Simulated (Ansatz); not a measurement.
**triplet SnGeH6: levels of theory compared**

Wanted: a comparison of 6 runs (UHF/3-21G, U-revPBE/def2-SVP, UB2PLYP/def2-SVP, UCAM-B3LYP/def2-SVP, UHSE06/def2-SVP, RPA@PBE0/def2-SVP) of triplet SnGeH6. 

The results are computed with Ansatz 0.2.0.

41 further runs of the same task are left out: 41 set aside as unsound or not needed.

**1. The molecule**

SnGeH6: 8 atoms, total charge 0, spin state triplet. As SMILES of the parent species, `[GeH3][SnH3]`. The shape is that of a PBE0-D4/def2-TZVP optimisation. That shape belongs to the parent species and isn't relaxed for this state.

Bond lengths: Ge1–Sn2 2.595 Å, Ge1–H3 1.538 Å, Ge1–H4 1.538 Å, Ge1–H5 1.538 Å, Sn2–H6 1.707 Å, Sn2–H7 1.707 Å, Sn2–H8 1.707 Å. Some angles: Ge1–Sn2–H6 110.4°, Ge1–Sn2–H7 110.5°, Ge1–Sn2–H8 110.4°, Sn2–Ge1–H3 110.4°, Sn2–Ge1–H4 110.4°, Sn2–Ge1–H5 110.4°, H6–Sn2–H7 108.5°, H6–Sn2–H8 108.5°, H7–Sn2–H8 108.5°, H3–Ge1–H4 108.5°.

**2. The energy at UHF/3-21G (run 1)**

Input file input.yaml:

```yaml
crystal:
  periodic: [false, false, false]
  atoms:
    - symbol: Ge
      position_ang: [-0.754100, 0.285800, -1.041300]
    - symbol: Sn
      position_ang: [0.751500, -0.290300, 0.992300]
    - symbol: H
      position_ang: [-1.830800, 1.307300, -0.639500]
    - symbol: H
      position_ang: [-1.453400, -0.978600, -1.567000]
    - symbol: H
      position_ang: [0.087500, 0.886500, -2.179300]
    - symbol: H
      position_ang: [-0.187600, -0.932800, 2.265200]
    - symbol: H
      position_ang: [1.931000, -1.444200, 0.553800]
    - symbol: H
      position_ang: [1.547900, 1.109100, 1.560100]
basis:
  gaussian: {orbitals: 3-21G-spherical.json}
magnetization: {spin_polarized: true, initial_magnetization: 2}
hamiltonian: {xc: hf}
accuracy: high
output: {orbitals: {seedname: orbitals}}
```

The basis set 3-21G is read from a file made from the Basis Set Exchange's data (not shown).

Started as:

```console
ansatz run input.yaml --threads 1 --pin off --max-ram 3480MiB --events-out events.jsonl --progress --plain --runs-dir runs
```

The program printed:

```text
Warning: RAYON_NUM_THREADS=1 ignored (pool sized by the plan → 1); use --threads N
Functional definition: HF
  name "HF"
  exchange = exact_x
  correlation = 0
1253 factors; integrals over basis functions are off by at most 2.1e-8 eV
mean field evaluation 1: about -219453.5115 eV, gradient 8.0e0 eV
mean field evaluation 2: about -219453.5638 eV, gradient 8.0e0 eV
mean field evaluation 4: about -219454.4520 eV, gradient 9.6e-1 eV
mean field evaluation 8: about -219454.4817 eV, gradient 2.7e-4 eV
mean field evaluation 16: about -219454.0976 eV, gradient 2.4e0 eV
mean field evaluation 32: about -219454.0831 eV, gradient 2.5e0 eV
mean field evaluation 64: about -219453.8721 eV, gradient 2.6e-1 eV
mean field -219454.48186592 eV, -8064.8034569820 hartree, gradient 2.6e-8 eV, S^2 2.007642; 2 other end points of the search recorded, 0 dependent functions left out
reference -219454.48186592 eV, -8064.8034569820 hartree; 45, 43 occupied and 20, 22 virtual orbitals, 1253 factors
Total energy: -219454.48186592 eV, -8064.8034569820 hartree
```

Wall time 4.2 s (1 thread of Arm Neoverse V2, shared host); peak memory 0.26 GiB.

**3. A single-point energy at U-revPBE/def2-SVP (core potential) (run 2)**

Input file in.yaml:

```yaml
crystal:
  periodic: [false, false, false]
  atoms:
    - {symbol: Ge, position_ang: [-0.754100, 0.285800, -1.041300]}
    - {symbol: Sn, position_ang: [0.751500, -0.290300, 0.992300]}
    - {symbol: H, position_ang: [-1.830800, 1.307300, -0.639500]}
    - {symbol: H, position_ang: [-1.453400, -0.978600, -1.567000]}
    - {symbol: H, position_ang: [0.087500, 0.886500, -2.179300]}
    - {symbol: H, position_ang: [-0.187600, -0.932800, 2.265200]}
    - {symbol: H, position_ang: [1.931000, -1.444200, 0.553800]}
    - {symbol: H, position_ang: [1.547900, 1.109100, 1.560100]}
basis:
  gaussian:
    orbitals: def2-SVP
total_charge: 0
magnetization:
  spin_polarized: true
  initial_magnetization: 2
hamiltonian:
  xc: {name: revPBE}
accuracy: high
output:
  orbitals: {seedname: orbitals}
```

Started as:

```console
ansatz run in.yaml --threads 1 --pin off --max-ram 3480MiB --events-out events.jsonl --progress --plain --runs-dir runs
```

The program printed:

```text
Warning: RAYON_NUM_THREADS=1 ignored (pool sized by the plan → 1); use --threads N
Functional definition: revPBE
  name "revPBE"
  parameter kappa = 1.245
  parameter beta = 0.06672455060314922
  exchange = pbe_x(kappa = kappa, mu = beta*pi^2/3)
  correlation = pbe_c(beta = beta)
2024 factors; integrals over basis functions are off by at most 1.1e-8 eV
mean field evaluation 1: about -62429.2978 eV, gradient 1.7e1 eV
mean field evaluation 2: about -62429.2741 eV, gradient 1.9e1 eV
mean field evaluation 4: about -62430.7147 eV, gradient 2.7e-1 eV
mean field evaluation 8: about -62430.7068 eV, gradient 1.1e-1 eV
mean field evaluation 16: about -62430.7069 eV, gradient 9.3e-5 eV
mean field evaluation 32: about -62428.0915 eV, gradient 9.5e0 eV
mean field evaluation 64: about -62429.5814 eV, gradient 1.4e0 eV
mean field -62430.70693311 eV, -2294.2861627389 hartree, gradient 7.6e-8 eV, S^2 2.002687; 6 other end points of the search recorded, 0 dependent functions left out
reference -62430.70693827 eV, -2294.2861629285 hartree; 31, 29 occupied and 57, 59 virtual orbitals, 2024 factors
Total energy: -62430.70693827 eV, -2294.2861629285 hartree
```

It took 15 s on 1 thread of Arm Neoverse V2, shared host; peak memory 0.3 GiB.

Runs 3 to 4 aren't shown in full; the table further down has their settings and results.

**4. A single-point energy at UHSE06/def2-SVP (core potential) (run 5)**

Input file molecule.yaml:

```yaml
crystal:
  periodic: [false, false, false]
  atoms:
    - {symbol: Ge, position_ang: [-0.754100, 0.285800, -1.041300]}
    - {symbol: Sn, position_ang: [0.751500, -0.290300, 0.992300]}
    - {symbol: H, position_ang: [-1.830800, 1.307300, -0.639500]}
    - {symbol: H, position_ang: [-1.453400, -0.978600, -1.567000]}
    - {symbol: H, position_ang: [0.087500, 0.886500, -2.179300]}
    - {symbol: H, position_ang: [-0.187600, -0.932800, 2.265200]}
    - {symbol: H, position_ang: [1.931000, -1.444200, 0.553800]}
    - {symbol: H, position_ang: [1.547900, 1.109100, 1.560100]}
basis:
  gaussian:
    orbitals: def2-SVP
magnetization:
  spin_polarized: true
  initial_magnetization: 2
hamiltonian:
  xc: hse06
accuracy: high
output: {orbitals: {seedname: orbitals}}
```

Started as:

```console
ansatz run molecule.yaml --threads 1 --pin off --max-ram 3480MiB --events-out events.jsonl --progress --plain --runs-dir runs
```

The program printed:

```text
Warning: RAYON_NUM_THREADS=1 ignored (pool sized by the plan → 1); use --threads N
Functional definition: HSE06
  name "HSE06"
  parameter a = 0.25
  parameter omega = 0.11/bohr
  exchange = pbe_x - a*pbe_x_sr(omega) + a*exact_x_sr(omega)
  correlation = pbe_c
2024 factors; integrals over basis functions are off by at most 1.1e-8 eV
102 factors; integrals over basis functions are off by at most 1.2e-9 eV
mean field evaluation 1: about -62425.7420 eV, gradient 1.1e1 eV
mean field evaluation 2: about -62426.0589 eV, gradient 9.5e0 eV
mean field evaluation 4: about -62426.4012 eV, gradient 2.4e-1 eV
mean field evaluation 8: about -62426.4726 eV, gradient 8.0e-2 eV
mean field evaluation 16: about -62426.4727 eV, gradient 1.6e-4 eV
mean field evaluation 32: about -62426.4727 eV, gradient 4.4e-8 eV
mean field -62426.47266489 eV, -2294.1305562518 hartree, gradient 4.4e-8 eV, S^2 2.002930; 4 other end points of the search recorded, 0 dependent functions left out
reference -62426.47266903 eV, -2294.1305564039 hartree; 31, 29 occupied and 57, 59 virtual orbitals, 2024 factors
Total energy: -62426.47266903 eV, -2294.1305564039 hartree
```

Run time: 27 s. Hardware: 1 thread of Arm Neoverse V2, shared host; peak memory 0.51 GiB.

**5. The energy at RPA@PBE0/def2-SVP (core potential) (run 6)**

Changes to in.yaml since step 3:

```diff
@@ -14,3 +14,2 @@
     orbitals: def2-SVP
-total_charge: 0
 magnetization:
@@ -19,5 +18,6 @@
 hamiltonian:
-  xc: {name: revPBE}
+  xc: pbe0
+correlation:
+  method: rpa
+  frozen_orbitals: {Ge: 9, H: 0, Sn: 4}
 accuracy: high
-output:
-  orbitals: {seedname: orbitals}
```

Started as:

```console
ansatz run in.yaml --threads 1 --pin off --max-ram 3480MiB --events-out events.jsonl --progress --plain --runs-dir runs
```

The program printed (excerpt; [...] marks lines left out):

```text
Warning: RAYON_NUM_THREADS=1 ignored (pool sized by the plan → 1); use --threads N
Functional definition: PBE0
  name "PBE0"
[...]
2024 factors; integrals over basis functions are off by at most 1.1e-8 eV
[...]
mean field -62426.51532932 eV, -2294.1321241406 hartree, gradient 5.2e-8 eV, S^2 2.002801; 2 other end points of the search recorded, 0 dependent functions left out
13 core orbitals not correlated: weight in the atoms' cores, before any rotation towards them, 1.000 or more for the frozen orbitals, at most 0.000 for the correlated occupied ones
reference -62359.13488837 eV, -2291.6559386080 hartree; 18, 16 occupied and 57, 59 virtual orbitals, 2024 factors
Total energy: -62374.63002903 eV, -2292.2253745242 hartree
```

Run time: 30 s. Hardware: 1 thread of Arm Neoverse V2, shared host; peak memory 0.48 GiB.

**6. The series**

| run | level | core potential | frozen core orbitals | energy (Eh) | HOMO energy (eV) | ⟨S²⟩ | wall time |
| --- | --- | --- | --- | --- | --- | --- | --- |
| 1 | UHF/3-21G | none | – | -8064.803457 | -3.45 | 2.008 | 4.2 s |
| 2 | U-revPBE/def2-SVP (core potential) | def2-SVP | – | -2294.286163 | -1.47 | 2.003 | 15 s |
| 3 | UB2PLYP/def2-SVP (core potential) | def2-SVP | 13 | -2293.718161 | -2.63 | 2.004 | 32 s |
| 4 | UCAM-B3LYP/def2-SVP (core potential) | def2-SVP | – | -2294.486968 | -3.12 | 2.002 | 26 s |
| 5 | UHSE06/def2-SVP (core potential) | def2-SVP | – | -2294.130556 | -1.83 | 2.003 | 27 s |
| 6 | RPA@PBE0/def2-SVP (core potential) | def2-SVP | 13 | -2292.225375 | – | 2.003 | 30 s |

**7. Summary of results**

| quantity | value |
| --- | --- |
| run 6: total energy | -2292.22537 Eh |
| run 6: RPA correlation energy (valence) | -569.4 mEh |
| run 6: ⟨S²⟩ of the reference determinant | 2.003 |

What this shows: Totals of different functionals can't be ranked against each other. Some runs of one species differ in core potentials or relativity; totals across that change don't compare. In run 1 relativity is left out where basis or elements ask for it. All runs together took 2.2 min, the longest 32 s.
